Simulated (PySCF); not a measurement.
**TaOBr: structure of the singlet**

The task is one start of a wider search on TaOBr: the singlet, from a bent start. It is relaxed, tested by its Hessian and followed downhill if it is a saddle.

Computed with PySCF 2.14.0. Level: PBE0, basis Ta def2-TZVP with ECP60, O def2-TZVP, Br def2-TZVP, scalar-relativistic core potentials, no spin–orbit coupling, density fitting.

**1. Where the work starts**

3 atoms, charge 0, spin multiplicity 1.

Bond lengths: Ta1–O2 1.830 Å, Ta1–Br3 2.600 Å. Angles: O2–Ta1–Br3 110.0°.

```xyz
3
charge 0 multiplicity 1
Ta    0.0000    0.0000    0.0000
O    -1.4990    0.0000    1.0496
Br    2.1298    0.0000    1.4913
```

**2. The SCF at the typed geometry**

One driver script runs all steps and calls PySCF; scf.py shows how it sets up the SCF of each step. The optimiser is the driver's own. After this first run the driver tries any further starts and a stability analysis.

scf.py reads:

```python
from pyscf import gto, scf, dft
mol = gto.M(atom='''
Ta     0.000000     0.000000     0.000000
O     -1.499000     0.000000     1.049600
Br     2.129800     0.000000     1.491300''',
    basis={'Ta': 'def2-TZVP', 'O': 'def2-TZVP', 'Br': 'def2-TZVP'},
    ecp={'Ta': 'def2-TZVP'},
    charge=0, spin=0)
mf = dft.RKS(mol, xc='PBE0')
mf.grids.atom_grid = (50, 194)
aux = {'Ta': 'def2-universal-JKFIT', 'O': 'def2-universal-JKFIT', 'Br': 'def2-universal-JKFIT'}
mf = mf.density_fit(auxbasis=aux)
mf.conv_tol = 1e-08
mf.diis_space = 10
mf.max_cycle = 60
mf.init_guess = 'minao'
mf.verbose = 4
mf.kernel()
```

Command:

```console
OMP_NUM_THREADS=4 python axn.py task.json out
```

The runs that follow: Bent start, singlet: relaxation; Is it a minimum? Harmonic modes; The broken-symmetry singlet; Frequencies.

Q: Predict the outcome of this session. Wanted: minimum; geometry; wavenumbers; dipole moment; highest occupied, lowest empty level; polar-tensor charge of Ta1; zero-point energy; atomisation energy; ⟨S²⟩.

As calculated:

| quantity | value |
| --- | --- |
| minimum | broken-symmetry (Ms = 0), Cs |
| geometry | Ta–Br 2.440 Å, Ta–O 1.698 Å; Br–Ta–O 117.0° |
| wavenumbers (cm⁻¹) | 125 (a'), 266 (a'), 1029 (a') |
| dipole moment | 2.12 D |
| highest occupied, lowest empty level (either spin) | -5.89, -3.40 eV |
| polar-tensor charge of Ta1 | +1.03 e |
| zero-point energy | 8.5 kJ/mol |
| entropy at 298.15 K | 310.9 J/(mol K) |
| atomisation energy (no zero-point energy) | 1123 kJ/mol |
| ⟨S²⟩ | 0.759 |

**Reading.** The bent start keeps its Cs symmetry and ends in a minimum. The determinant is spin-contaminated (⟨S²⟩ = 0.76 against 0.00), so it is no pure spin state. The strongest infrared band lies at 1029 cm⁻¹ (a', stretch). Other starts or spin states, not run here, may lie lower. With an element this heavy the missing spin–orbit coupling can shift these numbers.
